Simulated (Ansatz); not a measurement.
# AlGeF (triplet): wave-function methods side by side, cc-pVDZ

One table from this session's results is given with a row withheld; the runs are named, their logs left out.

The runs use Ansatz 0.2.0, Gaussian basis; cc-pVDZ, core rule «outside noble gas», up to 20 orbitals frozen.

To be run: UHF; CCSD(T) on ROHF; CCSD(T) on UHF; BCCD(T) on ROHF; CISD; CCSDT(Q) on ROHF; CCSDT(Q) on UHF.

32 further runs of the same task are left out: 6 for a known fault of the program, 1 for a mislabelled method, 15 that didn't finish, 10 set aside as unsound or not needed.

### What is computed

The geometry is a PBE0/def2-TZVP stationary point (not a proven minimum) of the parent state, kept for this charge and spin. No spin-orbit coupling is included. The filled d shell of Ge may be among the frozen orbitals whatever the setting's name suggests; the logs give the count.

3 atoms, charge 0, spin multiplicity 3.

Atoms are counted from 1 here; the program's logs count them from 0.

Bond lengths: Al1–Ge2 2.422 Å, Al1–F3 1.649 Å. Angles: Ge2–Al1–F3 180.0°.

Geometry (Å):

```
Al    0.0000    0.0000    0.2578
Ge    0.0000    0.0000   -2.1645
F     0.0000    0.0000    1.9067
```

Set-up of the first run:

in.yaml reads:

```yaml
crystal:
  periodic: [false, false, false]
  atoms:
    - {symbol: Al, position_ang: [0.000000, 0.000000, 0.257800]}
    - {symbol: Ge, position_ang: [0.000000, 0.000000, -2.164500]}
    - {symbol: F, position_ang: [0.000000, 0.000000, 1.906700]}
basis:
  gaussian: {orbitals: cc-pVDZ}
magnetization: {spin_polarized: true, initial_magnetization: 2}
hamiltonian: {xc: hf}
output: {orbitals: {seedname: orbitals}}
```

Launch:

```bash
$ ansatz run in.yaml --threads 1 --pin off --events-out ev --progress --plain --max-ram 2393MiB
```

Steps of the session up to this table: UHF; CCSD(T) on ROHF; CCSD(T) on UHF; BCCD(T) on ROHF; CISD; CCSDT(Q) on ROHF; CCSDT(Q) on UHF.

One of the session's tables, all rows but one given; the rest of the session is left out.

| method | from UCCSDT(Q) (kJ/mol) |
| --- | --- |
| ROHF | +860.6 |
| UHF | +851.4 |
| RMP2 | +82.7 |
| UMP2 | ? |
| CISD | +106.3 |
| RCCSD | +28.4 |
| UCCSD | +27.6 |
| RCCSD(T) | +6.3 |
| UCCSD(T) | +5.9 |
| BCCD(T) | +5.9 |
| RCCSDT | +2.9 |
| UCCSDT | +2.4 |
| RCCSDT(Q) | +0.8 |
| UCCSDT(Q) | 0 |

Estimate the missing values for UMP2.

The run gave: from UCCSDT(Q) (kJ/mol): +84.8. In the column «from UCCSDT(Q) (kJ/mol)» it lies between RMP2 (+82.7) and CISD (+106.3).

Limits of these values: Restricted and unrestricted rows rest on different reference determinants; where their highest levels disagree by more than a few hundredths of an eV, they describe different states and don't form one ladder.
